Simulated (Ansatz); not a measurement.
**Br− with CHN: structure and interaction energy**

An exercise on one series of results from a longer session: the logs are not shown, and one member is left open.

Program: Ansatz 0.2.0, Gaussian basis. Level of theory: PBE0-D4 structure, single points in def2-TZVPPD. These are calculated values, not measurements.

Levels: PBE-D4, revPBE-D4, BLYP-D4, r2SCAN-D4, B97M-V, PBE0-D4, B3LYP-D4, HSE06-D4, wB97X-V, wB97M-V, B2PLYP, Hartree-Fock, MP2, CCSD, CCSD(T). The reference is CCSD(T) extrapolated to the basis limit. For elements past Ar these valence bases correlate outer-core shells poorly and lack relativity, so that limit is rough.

Cores are frozen in the correlated methods. Filled d shells of the heavier atoms are correlated. B3LYP uses VWN-RPA correlation. B2PLYP carries no dispersion term here.

163 further runs of the same task are left out: 163 set aside as unsound or not needed.

### Where the work starts

The pair, from a GFN2-xTB docking trial: 4 atoms, charge -1, spin multiplicity 1.

Atoms are counted from 1 here; the program's logs count them from 0.

Bond lengths: C2–N3 1.143 Å, C2–H4 1.070 Å. Angles: N3–C2–H4 178.4°.

Coordinates:

```
atom    x (Å)    y (Å)    z (Å)
 Br1  -2.1371   1.2311  -0.8870
  C2   0.6964  -0.3894   0.2936
  N3   1.5777  -1.0187   0.6599
  H4  -0.1370   0.1770  -0.0665
```

Atoms 1 to 1 are fragment A (Br−), the rest fragment B (CHN).

Set-up of the first run:

The input, pre/in.yaml:

```yaml
crystal:
  periodic: [false, false, false]
  atoms:
    - {symbol: Br, position_ang: [-2.137100, 1.231100, -0.887000]}
    - {symbol: C, position_ang: [0.696400, -0.389400, 0.293600]}
    - {symbol: N, position_ang: [1.577700, -1.018700, 0.659900]}
    - {symbol: H, position_ang: [-0.137000, 0.177000, -0.066500]}
basis:
  gaussian: {orbitals: def2-SVPD}
total_charge: -1
hamiltonian: {xc: pbe, dispersion: d4}
relax: {f_tol: 0.03, max_steps: 250}
```

On the command line:

```bash
$ ansatz run in.yaml --threads 2 --pin off --events-out ev --progress --plain --max-ram 5222MiB
```

Steps of the session up to this table: A first relaxation in a small basis; Relaxation at PBE0-D4; wB97X-V/def2-TZVPPD; wB97M-V/def2-TZVPPD; B2PLYP/def2-TZVPPD; B97M-V/def2-TZVPPD; CCSD(T)/def2-TZVPPD; MP2/def2-QZVPPD; Vibrations of the pair.

One table of the session follows, with a row left open; its other results are not shown here.

```
      method  interaction (kJ/mol)
      PBE-D4                -87.38
   revPBE-D4                -83.60
     BLYP-D4                -82.27
   r2SCAN-D4                -86.12
      B97M-V                -82.41
     PBE0-D4                -88.44
    B3LYP-D4                -84.84
    HSE06-D4                -88.57
     wB97X-V                -84.01
     wB97M-V                -83.84
      B2PLYP                -80.14
Hartree-Fock                     ?
         MP2                -80.30
        CCSD                -77.21
     CCSD(T)                -78.46
 CCSD(T)/CBS                -83.30
```

Q: Estimate the row for Hartree-Fock from the others.

**Answer.** interaction (kJ/mol): -73.21. In the column «interaction (kJ/mol)» it is the highest.
